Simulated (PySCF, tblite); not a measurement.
# CH₉FSi₄: infrared bands and NMR shifts

Wanted: the infrared bands and NMR shifts of CH₉FSi₄ (`C[Si@@H]1[SiH2][SiH2][Si@H]1F`), by calculation.

The runs use tblite 0.8.0 and PySCF 2.14.0, with density-fitted response routines of our own; the level of theory stands in each step. All values are computed, except where a source is named. Atoms are numbered from 0 throughout.

### Step 1. The starting structure

15 atoms, charge 0, multiplicity 1; geometry from: GFN2-xTB.

Bonds of the start (Å): C0–Si1 1.91, Si1–Si2 2.38, Si2–Si3 2.36, Si3–Si4 2.35, Si4–F5 1.63, Si4–Si1 2.36, C0–H6 1.09, C0–H7 1.09, C0–H8 1.09, Si1–H9 1.48, Si2–H10 1.47, Si2–H11 1.47, Si3–H12 1.47, Si3–H13 1.47, Si4–H14 1.46.

### Step 2. Vibrational analysis with GFN2-xTB

Job settings and geometry (Å):

```
{"job": {"kind": "ir", "xc": "GFN2-xTB", "basis": "xTB"}, "charge": 0, "multiplicity": 1}
C      2.394161     0.237937     0.031270
Si     0.824818    -0.844494     0.055254
Si    -0.683162    -0.225952    -1.673924
Si    -2.138681     0.722924    -0.073075
Si    -0.751943    -0.092453     1.645936
F     -1.472063    -1.408183     2.294073
H      3.003014     0.102309     0.920380
H      2.135161     1.291080    -0.033186
H      3.016489     0.004265    -0.827018
H      1.325681    -2.232156     0.129200
H     -1.253551    -1.329441    -2.459980
H     -0.165327     0.674199    -2.716026
H     -2.240644     2.190441    -0.112133
H     -3.543101     0.294266    -0.091535
H     -0.455267     0.623246     2.888851
```

**Question.** This job is followed by: GIAO PBE0/pcSseg-1 NMR shielding, non-relativistic, gas phase. What will the session give for the following? strongest single infrared mode (GFN2-xTB); zero-point energy (GFN2-xTB); 13C shifts against TMS (PBE0/pcSseg-1); 1H shifts against TMS (PBE0/pcSseg-1, means over atoms taken as alike); 29Si shifts against TMS (PBE0/pcSseg-1); 19F shifts against CFCl3 (PBE0/pcSseg-1).

The runs gave:

| quantity | value |
| --- | --- |
| strongest single infrared mode (GFN2-xTB) | 2164 cm⁻¹, 569 km/mol |
| zero-point energy (GFN2-xTB) | 55.3 kcal/mol |
| 13C shifts against TMS (PBE0/pcSseg-1) | -8.3 ppm |
| 1H shifts against TMS (PBE0/pcSseg-1, means over atoms taken as alike) | 6.85, 5.12, 4.34, 4.15, 4.06, 3.86, 0.25 ppm |
| 29Si shifts against TMS (PBE0/pcSseg-1) | 68.5, -35.1, -92.4, -101.8 ppm |
| 19F shifts against CFCl3 (PBE0/pcSseg-1) | -266.3 ppm |

In words: All 39 modes are real, so the xTB geometry is a minimum. The strongest single mode, at 2164 cm⁻¹, moves mainly H11 and H12. Unscaled tight-binding wavenumbers are off by several per cent, some by more. Its intensities can rank the bands wrongly. At PBE0/pcSseg-1: The widest tensor belongs to Si4: span 183 ppm, with a paramagnetic part of -596 ppm.
